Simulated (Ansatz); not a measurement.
# KMgF3 (cubic perovskite): the cost of one run

Computed with Ansatz 0.2.0 (DFT PBEsol, scalar-relativistic, plane waves, PAW, unless a step's input says otherwise).

## (1) Starting point

It takes space group Pm-3m (No. 221, cubic). The conventional cell has a = 4.085 Å, b = 4.085 Å, c = 4.085 Å, α = 90.00°, β = 90.00°, γ = 90.00°. K (site symmetry m-3m) is surrounded by 12 F at 2.89 Å. Around Mg (site symmetry m-3m) lie 6 F at 2.04 Å. F (site symmetry 4/mmm) is surrounded by 2 Mg at 2.04 Å and 4 K at 2.89 Å.

Structure file:

```
CELL_PARAMETERS angstrom
4.08457 0.00000 0.00000
0.00000 4.08457 0.00000
0.00000 0.00000 4.08457
ATOMIC_POSITIONS crystal
K 0.50000 0.50000 0.50000
Mg 0.00000 0.00000 0.00000
F 0.50000 0.00000 0.00000
F 0.00000 0.50000 0.00000
F 0.00000 0.00000 0.50000
```

## (2) Volume × 1.06

Contents of input.yaml:

```yaml
crystal:
  lattice:
    - [4.0845689666, 0.0, 0.0]
    - [0.0, 4.0845689666, 0.0]
    - [0.0, 0.0, 4.0845689666]
  atoms:
    - { symbol: K, position: [0.5, 0.5, 0.5] }
    - { symbol: Mg, position: [0.0, 0.0, 0.0] }
    - { symbol: F, position: [0.5, 0.0, 0.0] }
    - { symbol: F, position: [0.0, 0.5, 0.0] }
    - { symbol: F, position: [0.0, 0.0, 0.5] }
scf:
  occupations: { method: fixed }
output:
  forces: true
  stress: true
  eigenvalues: true
  write_density: true
  write_potential: true
  elf: true
  volumetric_format: npy
hamiltonian:
  xc: pbesol
basis:
  ecutwfc: 560
kpoints:
  mp_grid: { grid: [6, 6, 6] }
```

Launch:

```bash
> ansatz run input.yaml --threads 2 --pin off --max-ram 6144MiB --backend cpu --events-out ev --progress --plain --runs-dir out
```

What time and memory should one allow on 2 threads of Arm Neoverse V1, shared host?

About 2.1 s, with a peak of 0.35 GiB.
